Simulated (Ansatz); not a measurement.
# SnH3 (SMILES [SnH3]): UBCCD(T)/STO-3G

What is the energy change on altering one bond length of SnH3 at UBCCD(T)/STO-3G? 

Program for the calculation: Ansatz 0.2.0.

34 further runs of the same task are left out: 3 that didn't finish, 31 set aside as unsound or not needed.

## (1) The structure to begin with

SnH3: 4 atoms, total charge 0, spin state doublet. SMILES: `[SnH3]`. The shape is that of a PBE0-D4/def2-TZVP optimisation.

Bond lengths: Sn1–H2 1.715 Å, Sn1–H3 1.715 Å, Sn1–H4 1.715 Å. Angles: H2–Sn1–H3 109.6°, H2–Sn1–H4 109.6°, H3–Sn1–H4 109.6°.

## (2) The energy at UBCCD(T)/STO-3G

in.yaml reads:

```yaml
basis:
  gaussian: {orbitals: STO-3G}
crystal:
  periodic: [false, false, false]
  atoms:
    - {symbol: Sn, position_ang: [0.280200, -0.211600, -0.271700]}
    - {symbol: H, position_ang: [1.055200, 0.011000, 1.241700]}
    - {symbol: H, position_ang: [-1.125000, -1.172200, -0.064000]}
    - {symbol: H, position_ang: [-0.154900, 1.312500, -0.926300]}
scf: {omitted_lower_state_checks: [cluster_reference, increment]}
magnetization: {spin_polarized: true, initial_magnetization: 1}
accuracy: high
correlation: {method: bccd_t, frozen_orbitals: {H: 0, Sn: 18}}
```

The run is started by

```
$ ansatz run in.yaml --threads 1 --pin off --max-ram 2610MiB --events-out events.jsonl --progress --plain --runs-dir runs
```

The program printed, cut to the lines that bear on the results:

```text
Warning: RAYON_NUM_THREADS=1 ignored (pool sized by the plan → 1); use --threads N
Functional definition: HF
  name "HF"
[...]
518 factors; integrals over basis functions are off by at most 4.9e-9 eV
[...]
mean field -162315.63793746 eV, -5964.9896727106 hartree, gradient 1.6e-8 eV, S^2 0.754142; 0 other end points of the search recorded, 0 dependent functions left out
18 core orbitals not correlated: weight in the atoms' cores, before any rotation towards them, 1.000 or more for the frozen orbitals, at most 0.000 for the correlated occupied ones
reference -162315.63793746 eV, -5964.9896727106 hartree; 9, 8 occupied and 3, 4 virtual orbitals, 518 factors
second order -0.89755741 eV of doubles, -0.00000000 eV of singles
cycle   1  -1.21590416 eV  change   -3.2e-1 eV  update   5.2e-2
[...]
cycle  18  -1.41627498 eV  change  -6.5e-11 eV  update  5.4e-10
perturbative correction -0.00939321 eV, -0.0003451943 hartree
Total energy: -162317.06360566 eV, -5965.0420650506 hartree
Checks for a lower state left out: cluster_reference, increment
```

Run time: 0.68 s. Hardware: 1 thread of Arm Neoverse V1, shared host; peak memory 0.09 GiB.

## (3) The distorted shape, same level

in.yaml reads:

```yaml
crystal:
  periodic: [false, false, false]
  atoms:
    - {symbol: Sn, position_ang: [0.086453, -0.267249, -0.650045]}
    - {symbol: H, position_ang: [1.055200, 0.011000, 1.241700]}
    - {symbol: H, position_ang: [-1.318747, -1.227849, -0.442345]}
    - {symbol: H, position_ang: [-0.348647, 1.256851, -1.304645]}
basis:
  gaussian:
    orbitals: STO-3G
magnetization:
  spin_polarized: true
  initial_magnetization: 1
correlation:
  method: bccd_t
  frozen_orbitals: {H: 0, Sn: 18}
accuracy: high
scf:
  omitted_lower_state_checks: [cluster_reference, increment]
```

The run is started by

```
$ ansatz run in.yaml --threads 1 --pin off --max-ram 2610MiB --events-out events.jsonl --progress --plain --runs-dir runs
```

The program printed, cut to the lines that bear on the results:

```text
Warning: RAYON_NUM_THREADS=1 ignored (pool sized by the plan → 1); use --threads N
[... 2 set-up lines as earlier in the session ...]
[...]
518 factors; integrals over basis functions are off by at most 4.9e-9 eV
[...]
mean field -162314.06070859 eV, -5964.9317106188 hartree, gradient 3.9e-8 eV, S^2 0.759588; 2 other end points of the search recorded, 0 dependent functions left out
18 core orbitals not correlated: weight in the atoms' cores, before any rotation towards them, 1.000 or more for the frozen orbitals, at most 0.000 for the correlated occupied ones
reference -162314.06070859 eV, -5964.9317106188 hartree; 9, 8 occupied and 3, 4 virtual orbitals, 518 factors
second order -1.08607803 eV of doubles, -0.00000000 eV of singles
cycle   1  -1.50639346 eV  change   -4.2e-1 eV  update   6.8e-2
[...]
cycle  23  -1.80443762 eV  change   4.8e-11 eV  update   1.1e-9
perturbative correction -0.01517794 eV, -0.0005577791 hartree
Total energy: -162315.88032415 eV, -5964.9985802572 hartree
Checks for a lower state left out: cluster_reference, increment
```

Wall time 0.83 s (1 thread of Arm Neoverse V1, shared host); peak memory 0.091 GiB.

## (4) Outcome

Level: UBCCD(T)/STO-3G, 18 core orbitals frozen.

| quantity | value |
| --- | --- |
| first shape: total energy | -5965.04207 Eh |
| first shape: correlation energy (18 core orbitals frozen) | -52.4 mEh |
| first shape: (T) correction | -0.35 mEh |
| first shape: ⟨S²⟩ of the reference determinant | 0.754 |
| distorted shape: total energy | -5964.99858 Eh |
| distorted shape: correlation energy (18 core orbitals frozen) | -66.9 mEh |
| distorted shape: (T) correction | -0.56 mEh |
| distorted shape: ⟨S²⟩ of the reference determinant | 0.760 |
| energy change with the Sn1–H2 bond stretched from 1.715 to 2.144 Å | 1.183 eV |

What this shows: With the Sn1–H2 bond stretched from 1.715 to 2.144 Å the energy rises by 1.18 eV (114 kJ/mol). The first shape isn't relaxed at this level, so the change isn't measured from a minimum. The minimal basis adds a large error of its own. The triples (first shape) make up 0.7 % of the correlation energy. Relativity is left out (first shape) although the molecule holds a heavy atom. The triples (distorted shape) make up 0.8 % of the correlation energy. Relativity is left out (distorted shape) although the molecule holds a heavy atom.
